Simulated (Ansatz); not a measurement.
# H₇NO₂Si₂: up Jacob's ladder to CCSD(T)

How much do the methods differ for H₇NO₂Si₂? The plan is to run it at one geometry with functionals of several rungs and with coupled cluster. The yardstick is the atomisation energy at the CCSD(T) limit.

Program: Ansatz 0.2.0, Gaussian basis. Level of theory: functionals in def2-TZVPP, the program's frozen cores in correlated methods. These are calculated values, not measurements.

The runs, in order: LDA (SPW92), PBE-D4, revPBE-D4, BLYP-D4, r2SCAN-D4, B97M-V, PBE0-D4, B3LYP-D4, r2SCANh-D4, r2SCAN0-D4, HSE06-D4, BHLYP-D4, CAM-B3LYP-D4, LC-ωPBE, ωB97X-V, ωB97M-V, B2PLYP, PBE-QIDH; CCSD(T)/def2-SVP; CCSD(T)/def2-TZVPP; MP2/def2-QZVPP; extrapolation to the limit; RPA on PBE.

### Step 1. The relaxed structure

An earlier PBE0-D4 in a triple-zeta def2 set relaxation fixed the geometry.

SMILES `O[SiH](O)N[SiH3]`, 12 atoms, charge 0, spin multiplicity 1.

Atoms are counted from 1 here; the program's logs count them from 0.

Bond lengths: O1–Si2 1.636 Å, O1–H6 0.959 Å, Si2–O3 1.645 Å, Si2–N4 1.708 Å, Si2–H7 1.481 Å, O3–H8 0.958 Å, N4–Si5 1.728 Å, N4–H9 1.012 Å, Si5–H10 1.484 Å, Si5–H11 1.489 Å, Si5–H12 1.488 Å. Angles: Si2–O1–H6 116.1°, O1–Si2–O3 104.0°, O1–Si2–N4 109.2°, O1–Si2–H7 112.9°, O3–Si2–N4 114.2°, O3–Si2–H7 110.5°, N4–Si2–H7 106.2°, Si2–O3–H8 117.6°, Si2–N4–Si5 129.3°, Si2–N4–H9 114.8°, Si5–N4–H9 115.6°, N4–Si5–H10 107.6°, N4–Si5–H11 110.8°, N4–Si5–H12 112.4°, H10–Si5–H11 109.3°, H10–Si5–H12 109.3°, H11–Si5–H12 107.3°.

### Step 2. LDA

This LDA is Slater exchange with PW92 correlation.

The input, in.yaml:

```yaml
crystal:
  periodic: [false, false, false]
  atoms:
    - {symbol: O, position_ang: [-1.167173, 1.751922, 1.101421]}
    - {symbol: Si, position_ang: [0.063702, 0.710818, 0.824579]}
    - {symbol: O, position_ang: [0.466150, 0.164472, 2.323097]}
    - {symbol: N, position_ang: [-0.464879, -0.509476, -0.247331]}
    - {symbol: Si, position_ang: [0.168640, -0.960993, -1.789812]}
    - {symbol: H, position_ang: [-1.187053, 2.159184, 1.968993]}
    - {symbol: H, position_ang: [1.229063, 1.354657, 0.175768]}
    - {symbol: H, position_ang: [1.182240, -0.468355, 2.387046]}
    - {symbol: H, position_ang: [-1.324155, -0.970708, 0.024603]}
    - {symbol: H, position_ang: [1.456894, -0.248367, -1.972657]}
    - {symbol: H, position_ang: [0.403954, -2.429385, -1.855357]}
    - {symbol: H, position_ang: [-0.750382, -0.608971, -2.906250]}
basis:
  gaussian: {orbitals: def2-TZVPP}
hamiltonian: {xc: lda}
output: {orbitals: {seedname: orbitals}}
```

Launch:

```console
$ ansatz run in.yaml --threads 4 --pin off --events-out ev --progress --plain --max-ram 10444MiB
```

After this run come: PBE-D4 (GGA); revPBE-D4 (GGA); BLYP-D4 (GGA); r2SCAN-D4 (meta-GGA); B97M-V (meta-GGA); B3LYP-D4 (hybrid); r2SCANh-D4 (hybrid); r2SCAN0-D4 (hybrid); HSE06-D4 (hybrid); BHLYP-D4 (hybrid); CAM-B3LYP-D4 (range-separated); LC-ωPBE (range-separated); ωB97X-V (range-separated); ωB97M-V (range-separated); B2PLYP (double hybrid); PBE-QIDH (double hybrid); CCSD(T) in def2-SVP; CCSD(T) in def2-TZVPP; MP2 in def2-QZVPP; RPA on PBE orbitals.

Before running them: what should the planned runs give, taken together? Wanted: atomisation energy, CCSD(T)/CBS; farthest beyond LDA; mean size of error, GGA; mean size of error, meta-GGA; mean size of error, hybrid; mean size of error, range-separated; mean size of error, double hybrid; gap, smallest and largest; T1 diagnostic.

The runs gave:

| quantity | value |
| --- | --- |
| atomisation energy, CCSD(T)/CBS | 4333.0 kJ/mol |
| functionals within 21.7 kJ/mol (0.5 %) | PBE-D4, CAM-B3LYP-D4, ωB97X-V, ωB97M-V |
| farthest beyond LDA | BHLYP-D4 (-147.3 kJ/mol) |
| mean size of error, GGA | 61.0 kJ/mol |
| mean size of error, meta-GGA | 33.3 kJ/mol |
| mean size of error, hybrid | 88.9 kJ/mol |
| mean size of error, range-separated | 20.1 kJ/mol |
| mean size of error, double hybrid | 84.7 kJ/mol |
| gap, smallest and largest | 5.84 eV (LDA (SPW92)), 13.03 eV (LC-ωPBE) |
| T1 diagnostic | 0.0112 |
| triples share of the correlation energy | 3.4 % |

In words: The LDA atomisation energy is off by 540.5 kJ/mol (12 %): it overbinds. PBE-D4 is off by -19.2 kJ/mol. Double hybrids carry the basis error of their MP2 part in triple zeta, and no dispersion term here, so their miss is partly the set-up's. By mean error the best rung here is range-separated (20.1 kJ/mol) and the worst beyond LDA is hybrid (88.9 kJ/mol). double hybrid functionals lie within the reference's doubt of that worst mean (84.7 kJ/mol), so those two tie. The mean of the hybrids holds BHLYP, with half exact exchange. The reference freezes the cores and leaves out relativity and excitations past (T), so misses under about 21.7 kJ/mol can't be ranked. Hartree-Fock recovers 71 % of the binding; the rest is correlation. CCSD(T) in def2-SVP is off by -389.8 kJ/mol, which most functionals beat. The gap grows from 5.8 to 13.0 eV across the functionals, mostly with the share of exact exchange.
